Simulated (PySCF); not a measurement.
# C2HBrClN3: the cost of one run

Computed with PySCF 2.14.0 and routines of our own; the level stands in each step. Atoms count from 0.

## (1) The system as given

8 atoms, charge 0, multiplicity 1; geometry from: GFN2-xTB.

## (2) Magnetic properties: GIAO B3LYP/pcSseg-1

Job settings and geometry (Å):

```
{"job": {"kind": "mag", "xc": "B3LYP", "basis": "pcSseg-1", "isotopologues": 2}, "charge": 0, "multiplicity": 1}
Cl     2.642700    -0.372986     0.148747
C      0.953105    -0.417669     0.228717
N      0.214928    -1.521690     0.015891
N     -1.022341    -1.240606     0.147081
N     -1.146787     0.043962     0.448127
C      0.077621     0.623091     0.514687
Br     0.337412     2.419542     0.911469
H     -2.047580     0.475768     0.595552
```

Level: GIAO B3LYP/pcSseg-1 magnetisability, rotational g tensor and spin-rotation constants, non-relativistic, gas phase.

Launch:

```console
$ OMP_NUM_THREADS=1 python excited_run.py task.json out
```

This one command runs all jobs of the session in turn.

Q: Estimate the wall time and peak memory of this first job on 1 thread of Arm Neoverse N1, shared host.

About 35 s, with a peak of 0.76 GiB.
